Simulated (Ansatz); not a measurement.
# Ca7Y: the cost of one run

Program: Ansatz 0.2.0. Level of theory: DFT PBE, scalar-relativistic, plane waves, PAW. These are calculated values, not measurements.

2 further runs of the same task are left out: 2 that didn't finish.

## Step 1: The starting structure

Symmetry: P-4m2, No. 115, tetragonal system. The conventional cell has a = 6.865 Å, b = 6.865 Å, c = 6.920 Å, α = 90.00°, β = 90.00°, γ = 90.00°. Ca (site symmetry m) has 6 Ca at 3.40 to 3.90 Å as nearest neighbours. Around Ca (site symmetry 2mm) lie 10 Ca at 3.81 to 3.90 Å and 2 Y at 3.84 Å. Ca (site symmetry -4m2) is surrounded by 2 Y at 3.46 Å and 4 Ca at 3.84 Å. Around Y (site symmetry -4m2) lie 6 Ca at 3.46 to 3.84 Å.

As a file:

```cif
data_structure
_symmetry_space_group_name_H-M 'P 1'
_symmetry_Int_Tables_number 1
_cell_length_a 6.8650
_cell_length_b 6.8650
_cell_length_c 6.9200
_cell_angle_alpha 90.000
_cell_angle_beta 90.000
_cell_angle_gamma 90.000
_cell_volume 326.13
loop_
_atom_site_label
_atom_site_type_symbol
_atom_site_fract_x
_atom_site_fract_y
_atom_site_fract_z
_atom_site_occupancy
Ca1 Ca 0.00000 0.25241 0.24200 1
Ca2 Ca 0.50000 0.00000 0.25027 1
Ca3 Ca 0.74759 0.00000 0.75800 1
Ca4 Ca 0.00000 0.74759 0.24200 1
Ca5 Ca 0.00000 0.50000 0.74973 1
Ca6 Ca 0.50000 0.50000 0.50000 1
Ca7 Ca 0.25241 0.00000 0.75800 1
Y1 Y 0.50000 0.50000 0.00000 1
```

The cell was relaxed beforehand at this level, from a generated guess; it is a trial structure. At a tolerance of 0.05 Å it has space group P-4m2 (No. 115); it has 40.77 Å³/atom, an uncorrected energy of +0.10 eV/atom over the elements and, on its mesh, gap none (metal).

## Step 2: Point at V/V0 = 0.97

input.yaml

```yaml
crystal:
  lattice:
    - [6.7956901601, 0.0, 0.0]
    - [0.0, 6.7956901601, 0.0]
    - [0.0, 0.0, 6.8500748643]
  atoms:
    - { symbol: Ca, position: [0.0, 0.2524084563, 0.2420043284] }
    - { symbol: Ca, position: [0.5, 0.0, 0.2502651744] }
    - { symbol: Ca, position: [0.7475915437, 0.0, 0.7579956716] }
    - { symbol: Ca, position: [0.0, 0.7475915437, 0.2420043284] }
    - { symbol: Ca, position: [0.0, 0.5, 0.7497348256] }
    - { symbol: Ca, position: [0.5, 0.5, 0.5] }
    - { symbol: Ca, position: [0.2524084563, 0.0, 0.7579956716] }
    - { symbol: "Y", position: [0.5, 0.5, 0.0] }
basis:
  ecutwfc: 420
kpoints:
  mp_grid: { grid: [6, 6, 6] }
hamiltonian:
  xc: pbe
scf:
  occupations: { method: gaussian, width: 0.1 }
output:
  forces: true
  stress: true
  eigenvalues: true
relax:
  adjacent_minimum: "off"
  f_tol: 0.01
  max_steps: 30
  cell: { stress_tol: 0.1, fix: [volume] }
```

Started as:

```sh
$ ansatz run input.yaml --threads 4 --pin off --max-ram 8192MiB --backend cpu --events-out ev --progress --plain --runs-dir out
```

**Question.** How long does this run take on 4 threads of Arm Neoverse V2, shared host, and how much memory does it need?

About 25 s, with a peak of 0.84 GiB.
